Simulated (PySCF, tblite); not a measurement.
**C4H10GeO2Se: geometry, infrared bands and NMR shifts**

Wanted: the infrared bands and NMR shifts of C4H10GeO2Se (`CC[Se][Ge@H]([CH]=O)[O]C`), by calculation.

The runs use tblite 0.8.0 and PySCF 2.14.0, with density-fitted response routines of our own; the level of theory stands in each step. All values are computed, except where a source is named. Atoms count from 0, in the outputs and in this text.

### 1 The starting structure

18 atoms, charge 0, multiplicity 1; geometry from: force field or distance geometry start.

Bonds of the start (Å): C0–C1 1.54, C1–Se2 1.93, Se2–Ge3 2.37, Ge3–C4 1.91, C4–O5 1.22, Ge3–O6 1.81, O6–C7 1.40, C0–H8 1.11, C0–H9 1.10, C0–H10 1.11, C1–H11 1.10, C1–H12 1.13, Ge3–H13 1.54, C4–H14 1.09, C7–H15 1.11, C7–H16 1.11, C7–H17 1.11.

### 2 Optimising the geometry with GFN2-xTB

The job: settings as JSON, then the geometry in Å.

```
{"job": {"kind": "relax", "xc": "GFN2-xTB", "basis": "xTB"}, "charge": 0, "multiplicity": 1}
C      2.936700    -0.739200     0.517900
C      1.532800    -0.133700     0.366400
Se     0.793700    -0.609900    -1.357000
Ge    -1.196900     0.601400    -0.914400
C     -0.802400     2.470100    -0.855100
O     -1.696000     3.276200    -0.648100
O     -1.869100     0.097000     0.684300
C     -2.379400    -1.199100     0.550800
H      2.881900    -1.846000     0.440700
H      3.591800    -0.342900    -0.271600
H      3.347800    -0.468300     1.507800
H      1.596400     0.963600     0.468600
H      0.877200    -0.531600     1.191100
H     -2.226600     0.325600    -2.032100
H      0.209700     2.825200    -1.028700
H     -3.214400    -1.228300    -0.186200
H     -1.584700    -1.924300     0.277700
H     -2.807400    -1.529500     1.521700
```

The run is started by

```
$ OMP_NUM_THREADS=1 python probes_run.py task.json out
```

This one command runs all jobs of the session in turn.

**Question.** This job is followed by: GFN2-xTB harmonic vibrations, gas phase; GIAO PBE0/pcSseg-1 NMR shielding, non-relativistic, gas phase. Predict these results of the whole session: strongest single infrared mode (GFN2-xTB); zero-point energy (GFN2-xTB); 13C shifts against TMS (PBE0/pcSseg-1); 1H shifts against TMS (PBE0/pcSseg-1, means over atoms taken as alike); 77Se shifts against Me2Se (PBE0/pcSseg-1); 73Ge shifts against GeMe4 (PBE0/pcSseg-1); 17O shifts against H2O (PBE0/pcSseg-1); surface potential, 1st and 99th percentile.

As calculated:

| quantity | value |
| --- | --- |
| strongest single infrared mode (GFN2-xTB) | 1686 cm⁻¹, 483 km/mol |
| zero-point energy (GFN2-xTB) | 80.8 kcal/mol |
| 13C shifts against TMS (PBE0/pcSseg-1) | 236.4, 54.6, 26.4, 18.0 ppm |
| 1H shifts against TMS (PBE0/pcSseg-1, means over atoms taken as alike) | 12.02, 5.94, 4.08, 3.02, 2.77, 1.45 ppm |
| 77Se shifts against Me2Se (PBE0/pcSseg-1) | -59 ppm |
| 73Ge shifts against GeMe4 (PBE0/pcSseg-1) | -27 ppm |
| 17O shifts against H2O (PBE0/pcSseg-1) | 910.0, 20.0 ppm |
| surface potential, 1st and 99th percentile | -1.29 V and 1.21 V |

Relaxing lowered the energy by 0.541 eV in 196 steps; the close pair that moved most is Ge3–C4, from 1.911 to 2.028 Å. All 48 modes are real, so the xTB geometry is a minimum. The strongest single mode, at 1686 cm⁻¹, moves mainly H13. GFN2-xTB is a fitted tight-binding method: band positions and strengths are rough. Its intensities can rank the bands wrongly. At PBE0/pcSseg-1: The widest tensor belongs to O5: span 1911 ppm, with a paramagnetic part of -971 ppm. At PBE0/pcSseg-1, counted by nearest atom on the grid, the HOMO lies on Se2 65 %; O5 10 %, the LUMO on C4 38 %; O5 28 %. Spin-orbit coupling is left out, which matters for shieldings and couplings at and beside the heavy atoms.
